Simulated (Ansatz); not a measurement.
# FH₄InSi: how energies converge with the basis set

The task here is to estimate one member of a computed series from the others.

Program: Ansatz 0.2.0, Gaussian basis. Level of theory: one geometry, several basis sets. These are calculated values, not measurements.

Levels to be run: PBE0-D4/def2-SVP; ωB97M-V/def2-SVP; PBE0-D4/def2-QZVPP; ωB97M-V/def2-QZVPP; the functionals' def2-TZVPP values are taken from earlier runs.

## The geometry

The geometry comes from an earlier relaxation with PBE0-D4 in a triple-zeta def2 set; it is a stationary point, not always the lowest conformer. In takes the def2 core potential; no spin-orbit term is included.

SMILES `F[SiH2][InH2]`, 7 atoms, charge 0, spin multiplicity 1.

Atoms are counted from 1 here; the program's logs count them from 0.

Bond lengths: F1–Si2 1.612 Å, Si2–In3 2.582 Å, Si2–H4 1.490 Å, Si2–H5 1.490 Å, In3–H6 1.725 Å, In3–H7 1.729 Å. Angles: F1–Si2–In3 111.5°, F1–Si2–H4 106.9°, F1–Si2–H5 106.9°, In3–Si2–H4 112.0°, In3–Si2–H5 112.0°, H4–Si2–H5 107.2°, Si2–In3–H6 122.4°, Si2–In3–H7 119.0°, H6–In3–H7 118.6°.

Set-up of the first run:

in.yaml

```yaml
crystal:
  periodic: [false, false, false]
  atoms:
    - {symbol: F, position_ang: [-2.243288, 0.172526, -0.252899]}
    - {symbol: Si, position_ang: [-0.775100, -0.258578, -0.758450]}
    - {symbol: In, position_ang: [1.036482, 0.331036, 0.983935]}
    - {symbol: H, position_ang: [-0.824882, -1.721528, -1.038463]}
    - {symbol: H, position_ang: [-0.543601, 0.432224, -2.058502]}
    - {symbol: H, position_ang: [0.662639, 1.095257, 2.484755]}
    - {symbol: H, position_ang: [2.687740, -0.050946, 0.639613]}
basis:
  gaussian: {orbitals: def2-SVP}
hamiltonian: {xc: pbe0, dispersion: d4}
output: {orbitals: {seedname: orbitals}}
```

Launch:

```console
ansatz run in.yaml --threads 2 --pin off --events-out ev --progress --plain --max-ram 4352MiB
```

Among the steps run: PBE0-D4 in def2-SVP; ωB97M-V in def2-SVP; PBE0-D4 in def2-QZVPP; ωB97M-V in def2-QZVPP.

One table of the session follows, with a row left open; its other results are not shown here.

| functional | basis | HOMO (eV) | LUMO (eV) |
| --- | --- | --- | --- |
| PBE0-D4 | def2-SVP | -7.39 | -2.24 |
| PBE0-D4 | def2-TZVPP | -7.42 | -2.28 |
| PBE0-D4 | def2-QZVPP | -7.43 | -2.29 |
| ωB97M-V | def2-SVP | ? | ? |
| ωB97M-V | def2-TZVPP | -9.42 | -0.73 |
| ωB97M-V | def2-QZVPP | -9.44 | -0.75 |

Estimate the missing values for ωB97M-V, def2-SVP.

As computed: HOMO (eV): -9.36; LUMO (eV): -0.63. In the column «HOMO (eV)» it lies between ωB97M-V, def2-TZVPP (-9.42) and PBE0-D4, def2-QZVPP (-7.43).
